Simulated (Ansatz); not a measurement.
# C8H16O: up Jacob's ladder to CCSD(T)

The task here is to estimate one member of a computed series from the others.

The runs use Ansatz 0.2.0, Gaussian basis; functionals in def2-TZVPP, the program's frozen cores in correlated methods.

Levels to be run: LDA (SPW92), PBE-D4, revPBE-D4, BLYP-D4, r2SCAN-D4, B97M-V, PBE0-D4, B3LYP-D4, r2SCANh-D4, r2SCAN0-D4, HSE06-D4, BHLYP-D4, CAM-B3LYP-D4, LC-ωPBE, ωB97X-V, ωB97M-V, B2PLYP, PBE-QIDH; CCSD(T)/def2-SVP; CCSD(T)/def2-TZVPP; MP2/def2-QZVPP; extrapolation to the limit; RPA on PBE.

## Structure used throughout

An earlier PBE0-D4 in a triple-zeta def2 set relaxation fixed the geometry.

SMILES `CC(=O)C(C)(C)C(C)C`, 25 atoms, charge 0, spin multiplicity 1.

Atoms are counted from 1 here; the program's logs count them from 0.

Bond lengths: C1–C2 1.507 Å, C1–H10 1.092 Å, C1–H11 1.094 Å, C1–H12 1.088 Å, C2–O3 1.207 Å, C2–C4 1.536 Å, C4–C5 1.536 Å, C4–C6 1.527 Å, C4–C7 1.546 Å, C5–H13 1.093 Å, C5–H14 1.092 Å, C5–H15 1.092 Å, C6–H16 1.092 Å, C6–H17 1.092 Å, C6–H18 1.091 Å, C7–C8 1.522 Å, C7–C9 1.524 Å, C7–H19 1.094 Å and more. Angles: C2–C1–H10 111.6°, C2–C1–H11 109.9°, C2–C1–H12 109.2°, H10–C1–H11 106.8°, H10–C1–H12 110.0°, H11–C1–H12 109.4°, C1–C2–O3 120.3°, C1–C2–C4 118.5°, O3–C2–C4 121.2°, C2–C4–C5 104.0°, C2–C4–C6 112.0°, C2–C4–C7 108.7°, C5–C4–C6 108.9°, C5–C4–C7 110.6°, C6–C4–C7 112.3°, C4–C5–H13 111.2°, C4–C5–H14 110.6°, C4–C5–H15 110.8° and more.

As a file:

```xyz
25

C    -0.95890   -1.82737    1.83362
C    -1.12142   -0.55614    1.04166
O    -2.19245   -0.00205    0.99222
C     0.11641    0.04402    0.35813
C     0.70851    0.98441    1.41866
C     1.15169   -1.02233    0.00945
C    -0.34215    0.84315   -0.88310
C     0.74385    1.73115   -1.47452
C    -0.92165   -0.06010   -1.96512
H    -0.10548   -1.77195    2.51313
H    -0.76924   -2.66498    1.15671
H    -1.87109   -2.01722    2.39594
H     0.87696    0.45962    2.36302
H     1.67273    1.37540    1.08869
H     0.03683    1.82357    1.61183
H     1.54506   -1.50629    0.90528
H     2.00007   -0.56708   -0.50576
H     0.74612   -1.79943   -0.64089
H    -1.15112    1.48859   -0.52866
H     1.11006    2.47441   -0.76447
H     1.60018    1.15073   -1.83042
H     0.34632    2.27401   -2.33559
H    -0.14846   -0.67798   -2.43045
H    -1.69947   -0.71827   -1.57251
H    -1.37337    0.54214   -2.75683
```

Set-up of the first run:

File in.yaml:

```yaml
crystal:
  periodic: [false, false, false]
  atoms:
    - {symbol: C, position_ang: [-0.958897, -1.827367, 1.833623]}
    - {symbol: C, position_ang: [-1.121425, -0.556141, 1.041657]}
    - {symbol: O, position_ang: [-2.192448, -0.002055, 0.992216]}
    - {symbol: C, position_ang: [0.116406, 0.044017, 0.358125]}
    - {symbol: C, position_ang: [0.708510, 0.984409, 1.418664]}
    - {symbol: C, position_ang: [1.151695, -1.022330, 0.009445]}
    - {symbol: C, position_ang: [-0.342146, 0.843152, -0.883100]}
    - {symbol: C, position_ang: [0.743850, 1.731151, -1.474522]}
    - {symbol: C, position_ang: [-0.921645, -0.060100, -1.965118]}
    - {symbol: H, position_ang: [-0.105481, -1.771950, 2.513131]}
    - {symbol: H, position_ang: [-0.769244, -2.664980, 1.156707]}
    - {symbol: H, position_ang: [-1.871086, -2.017223, 2.395940]}
    - {symbol: H, position_ang: [0.876955, 0.459620, 2.363018]}
    - {symbol: H, position_ang: [1.672725, 1.375404, 1.088688]}
    - {symbol: H, position_ang: [0.036831, 1.823567, 1.611828]}
    - {symbol: H, position_ang: [1.545058, -1.506292, 0.905281]}
    - {symbol: H, position_ang: [2.000069, -0.567082, -0.505759]}
    - {symbol: H, position_ang: [0.746122, -1.799434, -0.640895]}
    - {symbol: H, position_ang: [-1.151117, 1.488595, -0.528658]}
    - {symbol: H, position_ang: [1.110055, 2.474414, -0.764471]}
    - {symbol: H, position_ang: [1.600185, 1.150731, -1.830419]}
    - {symbol: H, position_ang: [0.346317, 2.274015, -2.335590]}
    - {symbol: H, position_ang: [-0.148457, -0.677984, -2.430455]}
    - {symbol: H, position_ang: [-1.699470, -0.718273, -1.572511]}
    - {symbol: H, position_ang: [-1.373366, 0.542137, -2.756825]}
basis:
  gaussian: {orbitals: def2-TZVPP}
hamiltonian: {xc: lda}
output: {orbitals: {seedname: orbitals}}
```

On the command line:

```sh
$ ansatz run in.yaml --threads 4 --pin off --events-out ev --progress --plain --max-ram 41984MiB --backend cuda --devices 0, --max-vram 37GiB
```

Steps of the session up to this table: LDA; PBE-D4 (GGA); revPBE-D4 (GGA); BLYP-D4 (GGA); r2SCAN-D4 (meta-GGA); B97M-V (meta-GGA); PBE0-D4 (hybrid); B3LYP-D4 (hybrid); r2SCANh-D4 (hybrid); r2SCAN0-D4 (hybrid); HSE06-D4 (hybrid); BHLYP-D4 (hybrid); CAM-B3LYP-D4 (range-separated); LC-ωPBE (range-separated); ωB97X-V (range-separated); ωB97M-V (range-separated); B2PLYP (double hybrid); PBE-QIDH (double hybrid).

One table of the session follows, with a row left open; its other results are not shown here.

It belongs to the step «Frontier levels by functional». 

```
  functional  HOMO (eV)  gap (eV)
 LDA (SPW92)      -5.61      3.87
      PBE-D4      -5.44      3.96
   revPBE-D4      -5.37      3.99
     BLYP-D4      -5.36      4.01
   r2SCAN-D4      -5.71      4.49
      B97M-V      -5.90      4.77
     PBE0-D4      -6.97      6.67
    B3LYP-D4      -6.75      6.18
  r2SCANh-D4      -6.29      5.49
  r2SCAN0-D4      -7.17      7.01
    HSE06-D4      -6.57      5.88
    BHLYP-D4      -8.46      9.45
CAM-B3LYP-D4      -8.42      9.35
     LC-ωPBE      -9.70     11.87
     ωB97X-V          ?         ?
     ωB97M-V      -9.35     11.30
```

**Question.** Estimate the row for ωB97X-V.

The run gave: HOMO (eV): -9.40; gap (eV): 11.47. In the column «HOMO (eV)» it lies between LC-ωPBE (-9.70) and ωB97M-V (-9.35).
